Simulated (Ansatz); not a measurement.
BCl2HSe, SMILES ClB(Cl)[SeH], a rigid scan of one bond angle

Run with the Ansatz DFT code, driven from Python.

`bend.py`
```python
"""Bending curve of BCl2HSe."""

import ansatz
from ase import Atoms

atoms = Atoms(["Cl", "B", "Cl", "Se", "H"], positions=[
    (0.1726, -0.243, 2.1133),
    (0.1284, -0.4483, 0.2746),
    (1.4412, -1.4285, -0.5295),
    (-1.233, 0.3959, -0.8615),
    (-0.4594, 1.6503, -1.0383),
])

# relax first, so that the scan starts from a minimum
first = ansatz.Crystal.molecule_from_ase(atoms).calculation()
first = first.basis(gaussian="def2-SVP")
first = first.functional("cam_b3lyp")
first = first.relax(force_tolerance=0.02, max_steps=80)
atoms.positions = first.run(threads=1).report["positions_ang"]

rows = []
for angle in [85, 95, 105, 115, 125, 140, 160]:
    bent = atoms.copy()
    bent.set_angle(1, 3, 4, angle, indices=[4])
    base = (
        ansatz.Crystal.molecule_from_ase(bent).calculation()
        .basis(gaussian="def2-SVP")  # atom-centred Gaussian functions
        .functional("cam_b3lyp")
    )
    rows.append((angle, base.run(threads=1).report["free_energy_ev"]))
floor = min(e for _, e in rows)
for angle, e in rows:
    print(f"angle B1-Se3-H4 = {angle:3d} deg   {1000 * (e - floor):9.1f} meV")
```

`python bend.py` gives:
```text
angle B1-Se3-H4 =  85 deg        76.1 meV
angle B1-Se3-H4 =  95 deg         0.0 meV
angle B1-Se3-H4 = 105 deg        60.4 meV
angle B1-Se3-H4 = 115 deg       245.4 meV
angle B1-Se3-H4 = 125 deg       541.5 meV
angle B1-Se3-H4 = 140 deg      1152.5 meV
angle B1-Se3-H4 = 160 deg      2092.3 meV
```

The scan is rigid, and the energies are electronic, in a modest basis. The zero is the lowest point of the grid, which needn't be the minimum. Timing: 42 s on 1 thread of Intel(R) Xeon(R) 6975P-C (Granite Rapids), on a shared host, peak memory 0.3 GiB.
